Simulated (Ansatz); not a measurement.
C3H8AlF, SMILES CC(F)[CH2][AlH2], a single point in a Gaussian basis

With the Ansatz DFT code, driven from Python.

Notebook, run cell by cell (the value of a cell's last expression is shown):

```python
import json
import warnings

import ansatz
from ase import Atoms
```

```python
config = {
    "basis": "6-31G*",
    "level": "CCSD",
}
```

```python
warnings.simplefilter("ignore", ansatz.DeckWarning)
```

```python
atoms = Atoms(["C", "C", "F", "C", "Al", "H", "H", "H", "H", "H", "H", "H", "H"], positions=[
    [-1.6048, -1.0575, 0.0495],
    [-0.4443, -0.2287, 0.5273],
    [0.2433, -1.0076, 1.4039],
    [0.5295, 0.1946, -0.6477],
    [1.9959, 1.3153, -0.0673],
    [-2.2874, -1.2835, 0.9018],
    [-1.3019, -1.934, -0.4837],
    [-2.2225, -0.3752, -0.6617],
    [-0.7946, 0.7002, 1.1012],
    [-0.1265, 0.7759, -1.3583],
    [0.8535, -0.7184, -1.1257],
    [2.1817, 1.6954, 1.5126],
    [2.9985, 1.8886, -1.137],
])
system = ansatz.Crystal.molecule_from_ase(atoms)
```

```python
calculation = (
    system.calculation()
    .basis(gaussian=config["basis"])
    .correlation(config["level"])
)
res = calculation.run()
summary = res.report
```

```python
summary["n_occupied"], summary["n_virtual"]
```

    ([15, 15], [71, 71])

```python
print("reference energy %16.6f eV" % summary["reference_energy_ev"])
print("total energy     %16.6f eV" % summary["free_energy_ev"])
print("occupied orbitals outside the frozen core (up, down):", summary["n_occupied"], " frozen:", summary["n_frozen"], " virtual:", summary["n_virtual"])

print("correlation energy", round(summary["free_energy_ev"] - summary["reference_energy_ev"], 5), "eV")
cluster = summary["correlation"].get("coupled_cluster")
if cluster:
    print("cycles", cluster["cycles"], " T1 diagnostic", round(cluster["t1_diagnostic"], 4), " largest double", round(cluster["largest_double"], 4))
```

    reference energy    -12505.560109 eV
    total energy        -12523.723391 eV
    occupied orbitals outside the frozen core (up, down): [15, 15]  frozen: 9  virtual: [71, 71]
    correlation energy -18.16328 eV
    cycles 9  T1 diagnostic 0.0111  largest double 0.0342

```python
field = summary["mean_field"]
print("<S^2> =", round(abs(field["state"]["spin_squared"]), 4), " all-electron relativity setting:", field["relativity"])
print("passes:", field["passes"])
if "symmetry" in field:
    print("occupied orbitals by irrep:", field["symmetry"]["occupied"])
with open("c3h8alf.json", "w") as handle:
    json.dump({k: summary[k] for k in ("free_energy_ev", "reference_energy_ev", "n_occupied", "n_virtual")}, handle, indent=1)
```

    <S^2> = 0.0  all-electron relativity setting: none
    passes: {'evaluations': 19, 'products': 33}
    occupied orbitals by irrep: [{'A': 24}, {'A': 24}]

`c3h8alf.json`, as written:
```json
{
 "free_energy_ev": -12523.723391266853,
 "reference_energy_ev": -12505.56010898868,
 "n_occupied": [
  15,
  15
 ],
 "n_virtual": [
  71,
  71
 ]
}
```

The settings weren't tested for convergence. The geometry is a force-field or estimated start, not a minimum of this method, and the basis set is short of its limit. Inner cores stay frozen, so this is valence correlation. S² is that of the Hartree-Fock reference. The whole script took 7.9 s on 1 thread of Arm Neoverse V1, with other jobs on the host, peak memory 0.45 GiB.
